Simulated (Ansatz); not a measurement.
## CuH₃O₂, SMILES [OH][Cu-][OH2+]: a relaxed scan of one distance, step by step

Program: the Ansatz DFT code, driven from Python.

Run as a notebook:

In [1]:
```python
import warnings

import ansatz
from ase import Atoms
import numpy as np
```

In [2]:
```python
warnings.simplefilter('ignore', ansatz.DeckWarning)

atoms = Atoms(['O', 'Cu', 'O', 'H', 'H', 'H'], positions=[
    (-1.7636, -0.6686, -0.3904),
    (0.3066, -1.2613, 0.2402),
    (1.2134, 0.2677, 0.5222),
    (-1.5708, 0.2853, -0.7876),
    (1.2236, 0.3154, -0.47),
    (0.6329, 0.9975, 0.8394),
])
system = ansatz.Crystal.molecule_from_ase(atoms)
```

In [3]:
```python
job = system.calculation().basis(gaussian='def2-SVP').functional('b3lyp')
symbols = [site.symbol for site in system.cartesian_sites]
pairs = [(0, 1), (0, 3), (1, 2), (2, 4), (2, 5)]
print('held (A)   E (eV)        ', '  '.join(f'{symbols[i]}{i}-{symbols[j]}{j}' for i, j in pairs))
for length in [0.97, 1.05, 1.14, 1.26, 1.42]:
    rep = job.relax(constraints=[ansatz.DistanceConstraint((0, 3), at=length)], force_tolerance=0.02, max_steps=60).run(threads=1).report
    xyz = np.array(rep['positions_ang'])
    print(f'{length:6.2f} {rep["free_energy_ev"]:14.5f}  ', '  '.join(f'{np.linalg.norm(xyz[i] - xyz[j]):.3f}' for i, j in pairs))
```
```text
held (A)   E (eV)         O0-Cu1  O0-H3  Cu1-O2  O2-H4  O2-H5
  0.97   -48775.68665   1.777  0.970  1.956  0.969  0.969
  1.05   -48775.54679   1.781  1.050  1.956  0.969  0.969
  1.14   -48775.18374   1.782  1.140  1.956  0.969  0.969
  1.26   -48774.55178   1.783  1.260  1.955  0.969  0.969
  1.42   -48773.66790   1.780  1.420  1.958  0.969  0.969
```

Total energies depend on the basis set; only differences at equal settings carry meaning. The energies are electronic: no zero-point or thermal terms, and the basis set is short of its limit. b3lyp holds the VWN-RPA fit, as in Gaussian; the form of ORCA and Turbomole is b3lyp5. The script silences the warnings on its input, which a real study should read. Finished in 3.6 min on 1 thread of Arm Neoverse V2, with other jobs on the host, peak memory 0.25 GiB.

(Lines on the test bed's own set-up are left out of the output.)
